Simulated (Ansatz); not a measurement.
# MoI3: the cost of one run

Method: DFT PBE, scalar-relativistic, plane waves, PAW, in Ansatz 0.2.0.

## Step 1: Starting point

The structure is cubic, space group Pm-3m (No. 221). The conventional cell has a = 5.737 Å, b = 5.737 Å, c = 5.737 Å, α = 90.00°, β = 90.00°, γ = 90.00°. Mo (site symmetry m-3m) is surrounded by 12 I at 4.06 Å. I (site symmetry 4/mmm) has 4 Mo at 4.06 Å and 8 I at 4.06 Å as nearest neighbours.

As a file:

```
Mo I
1.0
     5.73664    0.00000    0.00000
     0.00000    5.73664    0.00000
     0.00000    0.00000    5.73664
Mo I
1 3
Direct
  0.00000 0.00000 0.00000
  0.00000 0.50000 0.50000
  0.50000 0.00000 0.50000
  0.50000 0.50000 0.00000
```

This is candidate A: Cu3Au (L1_2) type (Pm-3m, No. 221).

(A quick probe on a coarse mesh, which set the mesh and smearing, is not shown.)

## Step 3: The relaxation (candidate A)

input.yaml reads:

```yaml
crystal:
  lattice:
    - [5.7366427433, 0.0, 0.0]
    - [0.0, 5.7366427433, 0.0]
    - [0.0, 0.0, 5.7366427433]
  atoms:
    - { symbol: Mo, position: [0.0, 0.0, 0.0], spin: 4.9 }
    - { symbol: I, position: [0.0, 0.5, 0.5], spin: -0.61 }
    - { symbol: I, position: [0.5, 0.0, 0.5], spin: -0.61 }
    - { symbol: I, position: [0.5, 0.5, 0.0], spin: -0.61 }
basis:
  ecutwfc: 420
kpoints:
  mp_grid: { grid: [8, 8, 8] }
hamiltonian:
  xc: pbe
scf:
  occupations: { method: gaussian, width: 0.1 }
output:
  forces: true
  stress: true
  eigenvalues: true
  populations: true
magnetization:
  spin_polarized: true
relax:
  adjacent_minimum: "off"
  f_tol: 0.01
  max_steps: 80
  cell: { stress_tol: 0.05 }
```

Launch:

```bash
$ ansatz run input.yaml --threads 1 --pin off --max-ram 2560MiB --backend cpu --events-out ev --progress --plain --runs-dir out
```

What time and memory should one allow on 1 thread of Arm Neoverse V1, shared host?

About 5.2 min, with a peak of 0.71 GiB.
